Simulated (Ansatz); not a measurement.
Write a Python script for Ansatz 0.2.0 through its Python package that makes a ladder of methods at one geometry of C₂H₂OTe, SMILES [TeH]C1=CO1. Level of theory (for the species named): revPBE, def2-SVP basis, multiplicity 1. The script varies functional: revpbe, r2scan0, pbe, lc_wpbe, blyp.

```xyz
6

Te   -1.3851   -0.2802   -1.5470
C    -0.3308   -0.0337    0.2297
C     0.7013   -0.3795    0.9831
O    -0.0848    0.5634    1.4584
H    -0.4892    1.0186   -2.3075
H     1.6306   -0.9526    1.1371
```

The script, `methods_c2h2ote.py`:
```python
"""One geometry of C2H2OTe, method by method."""

from pathlib import Path
import warnings

import ansatz as az
import numpy as np

GEOMETRY = """
Te   -1.38510   -0.28020   -1.54700
C    -0.33080   -0.03370    0.22970
C     0.70130   -0.37950    0.98310
O    -0.08480    0.56340    1.45840
H    -0.48920    1.01860   -2.30750
H     1.63060   -0.95260    1.13710
"""

warnings.simplefilter("ignore", az.DeckWarning)

mol = az.Crystal.molecule()
for line in GEOMETRY.strip().splitlines():
    symbol, *xyz = line.split()
    mol = mol.atom(symbol, [float(v) for v in xyz])

job = mol.calculation().basis(gaussian="def2-SVP")

print("functional    E (Ha)        dipole (D)   HOMO (eV)  LUMO (eV)")
for name in ["revpbe", "r2scan0", "pbe", "lc_wpbe", "blyp"]:
    summary = job.functional(name).forces().orbitals().run(threads=1, runs_dir="runs").report
    lines = Path(summary["orbitals_path"]).read_text().splitlines()
    field_of = lambda key: [line.split("=")[1].strip() for line in lines if line.startswith(key)]
    orbitals = [(27.211386 * float(e), s, float(n)) for e, s, n in zip(field_of("Ene="), field_of("Spin="), field_of("Occup="))]
    homo = max(e for e, _, n in orbitals if n > 0.5)
    lumo = min(e for e, _, n in orbitals if n < 0.5)
    dipole = 4.803205 * np.linalg.norm(summary["charge_distribution"]["dipole_moment_e_ang"])
    print(f"{name:10s} {summary['free_energy_ev'] / 27.211386246:14.6f} {dipole:9.3f} {homo:11.3f} {lumo:10.3f}")
```

```console
$ python methods_c2h2ote.py
functional    E (Ha)        dipole (D)   HOMO (eV)  LUMO (eV)
revpbe        -420.341878     1.963      -3.627     -2.222
r2scan0       -420.292259     2.225      -5.129     -1.381
pbe           -420.155879     1.976      -3.672     -2.289
lc_wpbe       -420.258846     2.257      -7.589      0.811
blyp          -420.240599     1.960      -3.494     -2.120
```

What to keep in mind:
- Total energies depend on the basis set; only differences at equal settings carry meaning.
- The geometry is a force-field or estimated start, not a minimum of this method, and the basis set is short of its limit. A lower total doesn't mark the better method: functionals have no common bound, and MP2 and coupled cluster aren't variational.
- def2 sets replace the cores of elements past krypton by effective core potentials.
- Levels such as HOMO and LUMO are orbital energies: with these approximate functionals they aren't the ionisation energy and electron affinity, and their gap isn't the fundamental gap.
- Run time: 16 s on 1 thread of Arm Neoverse V2, with other jobs on the host, peak memory 0.24 GiB.

(Lines on the test bed's own set-up are left out of the output.)
